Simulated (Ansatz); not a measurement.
# AlH₉N₂Si₂: one species, many methods

An exercise on one series of results from a longer session: the logs are not shown, and one member is left open.

Computed with Ansatz 0.2.0, Gaussian basis. Level: functionals in def2-TZVPP, the program's frozen cores in correlated methods.

Plan: PBE-D4, r2SCAN-D4, PBE0-D4, B3LYP-D4, ωB97X-V, ωB97M-V, B2PLYP; CCSD(T)/def2-TZVPP; MP2/def2-QZVPP; extrapolation to the limit.

### Structure used throughout

An earlier PBE0-D4 in a triple-zeta def2 set relaxation fixed the geometry.

SMILES `[NH2][Al]([NH2])[SiH2][SiH3]`, 14 atoms, charge 0, spin multiplicity 1.

Atoms are counted from 1 here; the program's logs count them from 0.

Bond lengths: N1–Al2 1.769 Å, N1–H6 1.007 Å, N1–H7 1.007 Å, Al2–N3 1.770 Å, Al2–Si4 2.441 Å, N3–H8 1.007 Å, N3–H9 1.007 Å, Si4–Si5 2.338 Å, Si4–H10 1.493 Å, Si4–H11 1.494 Å, Si5–H12 1.489 Å, Si5–H13 1.489 Å, Si5–H14 1.491 Å. Angles: Al2–N1–H6 123.5°, Al2–N1–H7 126.4°, H6–N1–H7 110.1°, N1–Al2–N3 120.5°, N1–Al2–Si4 121.6°, N3–Al2–Si4 117.9°, Al2–N3–H8 126.6°, Al2–N3–H9 123.4°, H8–N3–H9 110.0°, Al2–Si4–Si5 109.5°, Al2–Si4–H10 112.8°, Al2–Si4–H11 111.8°, Si5–Si4–H10 108.4°, Si5–Si4–H11 107.4°, H10–Si4–H11 106.8°, Si4–Si5–H12 113.2°, Si4–Si5–H13 110.1°, Si4–Si5–H14 109.4° and more.

Set-up of the first run:

in.yaml reads:

```yaml
crystal:
  periodic: [false, false, false]
  atoms:
    - {symbol: N, position_ang: [-1.204156, 2.540580, 0.690263]}
    - {symbol: Al, position_ang: [-0.741719, 0.833704, 0.635667]}
    - {symbol: N, position_ang: [-0.674331, -0.126368, 2.120966]}
    - {symbol: Si, position_ang: [-0.133258, -0.258802, -1.460555]}
    - {symbol: Si, position_ang: [1.634882, -1.740886, -1.082268]}
    - {symbol: H, position_ang: [-1.256824, 3.128053, -0.125502]}
    - {symbol: H, position_ang: [-1.453892, 3.066029, 1.512162]}
    - {symbol: H, position_ang: [-0.902138, 0.188050, 3.050027]}
    - {symbol: H, position_ang: [-0.398287, -1.094509, 2.142553]}
    - {symbol: H, position_ang: [0.281771, 0.710206, -2.517738]}
    - {symbol: H, position_ang: [-1.268394, -1.051130, -2.021714]}
    - {symbol: H, position_ang: [2.018899, -2.517324, -2.292984]}
    - {symbol: H, position_ang: [2.833538, -0.996895, -0.605488]}
    - {symbol: H, position_ang: [1.250911, -2.709908, -0.016689]}
basis:
  gaussian: {orbitals: def2-TZVPP}
hamiltonian: {xc: pbe, dispersion: d4}
output: {forces: true, orbitals: {seedname: orbitals}}
```

Command:

```console
ansatz run in.yaml --threads 4 --pin off --events-out ev --progress --plain --max-ram 10444MiB
```

Among the steps run: PBE-D4 (GGA); r2SCAN-D4 (meta-GGA); PBE0-D4 (hybrid); B3LYP-D4 (hybrid); ωB97X-V (range-separated); ωB97M-V (range-separated); B2PLYP (double hybrid); CCSD(T) in def2-TZVPP; MP2 in def2-QZVPP.

One table of the session follows, with a row left open; its other results are not shown here.

| method | atomisation energy (kcal/mol) |
| --- | --- |
| PBE-D4 | 1054.2 |
| r2SCAN-D4 | 1049.5 |
| PBE0-D4 | 1042.2 |
| B3LYP-D4 | 1055.0 |
| ωB97X-V | 1061.9 |
| ωB97M-V | 1054.4 |
| B2PLYP | 1038.3 |
| HF/def2-TZVPP | ? |
| MP2/def2-TZVPP | 1021.2 |
| CCSD/def2-TZVPP | 1009.5 |
| CCSD(T)/def2-TZVPP | 1022.2 |
| MP2/CBS | 1054.1 |
| CCSD(T)/CBS | 1055.1 |

**Question.** Estimate the row for HF/def2-TZVPP.

**Answer.** atomisation energy (kcal/mol): 753.9. In the column «atomisation energy (kcal/mol)» it is the lowest.

Caveats from the session: Free atoms (2 N, 1 Al, 2 Si, 9 H) were run apart at each level; the atomisation energy is their sum less the molecule, without zero-point or spin-orbit terms.
